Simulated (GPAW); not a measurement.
Runs of GPAW 26.7.0 on TiAu. It takes space group Pmma (No. 51, orthorhombic). The conventional cell has a = 4.615 Å, b = 2.955 Å, c = 4.948 Å, α = 90.00°, β = 90.00°, γ = 90.00°. Au (site symmetry mm2) has 8 Ti at 2.83 to 2.90 Å and 4 Au at 2.89 to 2.96 Å as nearest neighbours. Around Ti (site symmetry mm2) lie 8 Au at 2.83 to 2.90 Å and 4 Ti at 2.91 to 2.96 Å. The cell is a database's computed one.

| task | level | potentials or basis | cell | k mesh | band path | band points | gap on the mesh (eV) | pressure (GPa) | largest force (eV/Å) |
| --- | --- | --- | --- | --- | --- | --- | --- | --- | --- |
| single point | PBEsol | PAW data sets generated in the run's folder for this functional, pw | atoms moved at random, drawn with an rms of 0.05 Å | 6 × 9 × 6 | - | - | none | -4.9 | 0.50 |
| band structure | PBEsol | PAW data sets generated in the run's folder for this functional, pw | as given | 4 × 6 × 4 | GXSYGZURTZ,YT,UX,SR | 80 | - | -5.2 | 0.32 |
| single point | PBEsol | PAW data sets generated in the run's folder for this functional, pw | as given | 6 × 9 × 6 | - | - | none | (a) | 0.32 |
| band structure | LDA | the program's PAW data sets (release 1.2.1) made for this functional, pw | as given | 4 × 6 × 4 | GXSYGZURTZ,YT,UX,SR | 80 | - | -9.5 | 0.33 |

Alike in all rows: no spin polarisation; cutoff (eV) 600; smearing fermi-dirac 0.05 eV.

**Question.** Estimate the missing entries.

**Answer.** (a) -5.1.

Caveats: with this Au data set, volumes or pressures lay over 1.5 % or 2 GPa off other programs in two to four cells of ten; spin-orbit coupling is left out, which moves the levels of the heavy elements (some runs).

A k mesh can miss the band edges, and the runs leave out spin-orbit coupling on Au.

A gap of «none» marks a metal or a gap under the smearing width.
